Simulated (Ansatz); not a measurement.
**BGeN+ (doublet): from Hartree-Fock to the top rungs, cc-pVDZ**

One table from this session's results is given with a row withheld; the runs are named, their logs left out.

The runs use Ansatz 0.2.0, Gaussian basis; cc-pVDZ, core rule «outside noble gas», up to 16 orbitals frozen.

The runs, in order: UHF; CCSD(T) on ROHF; CCSD(T) on UHF; BCCD(T) on ROHF; CISD; CCSDT(Q) on ROHF; CCSDT(Q) on UHF.

19 further runs of the same task are left out: 9 that didn't finish, 10 set aside as unsound or not needed.

## The geometry

The geometry is a PBE0/def2-TZVP stationary point (not a proven minimum) of the parent state, kept for this charge and spin. No spin-orbit coupling is included. The filled d shell of Ge may be among the frozen orbitals whatever the setting's name suggests; the logs give the count.

3 atoms, charge 1, spin multiplicity 2.

Atoms are counted from 1 here; the program's logs count them from 0.

Bond lengths: B1–N2 1.363 Å, N2–Ge3 1.683 Å. Angles: B1–N2–Ge3 157.1°.

Set-up of the first run:

Input file in.yaml:

```yaml
crystal:
  periodic: [false, false, false]
  atoms:
    - {symbol: B, position_ang: [0.000000, -0.166299, 1.432524]}
    - {symbol: N, position_ang: [0.000000, 0.193885, 0.118033]}
    - {symbol: Ge, position_ang: [0.000000, -0.027586, -1.550557]}
basis:
  gaussian: {orbitals: cc-pVDZ}
total_charge: 1
magnetization: {spin_polarized: true, initial_magnetization: 1}
hamiltonian: {xc: hf}
output: {orbitals: {seedname: orbitals}}
```

Launch:

```console
$ ansatz run in.yaml --threads 1 --pin off --events-out ev --progress --plain --max-ram 2393MiB
```

Steps of the session up to this table: UHF; CCSD(T) on ROHF; CCSD(T) on UHF; BCCD(T) on ROHF; CISD; CCSDT(Q) on ROHF; CCSDT(Q) on UHF.

One table of the session follows, with a row left open; its other results are not shown here.

```
   method  from UCCSDT(Q) (kJ/mol)
     ROHF                   +767.3
      UHF                   +762.0
     RMP2                    +83.6
     UMP2                    +81.8
    RCCSD                    +41.8
    UCCSD                    +41.8
 RCCSD(T)                     +6.2
 UCCSD(T)                     +6.3
  BCCD(T)                        ?
   RCCSDT                     +3.8
   UCCSDT                     +3.8
RCCSDT(Q)                     +0.6
UCCSDT(Q)                        0
```

Estimate the missing values for BCCD(T).

As computed: from UCCSDT(Q) (kJ/mol): +5.8. In the column «from UCCSDT(Q) (kJ/mol)» it lies between UCCSDT (+3.8) and RCCSD(T) (+6.2).

Not comparable, so not listed: CISD (they don't share determinant, frozen orbitals or solution with the rows shown, or repeat one).

Caveats from the session: Restricted and unrestricted rows rest on different reference determinants; where their highest levels disagree by more than a few hundredths of an eV, they describe different states and don't form one ladder.
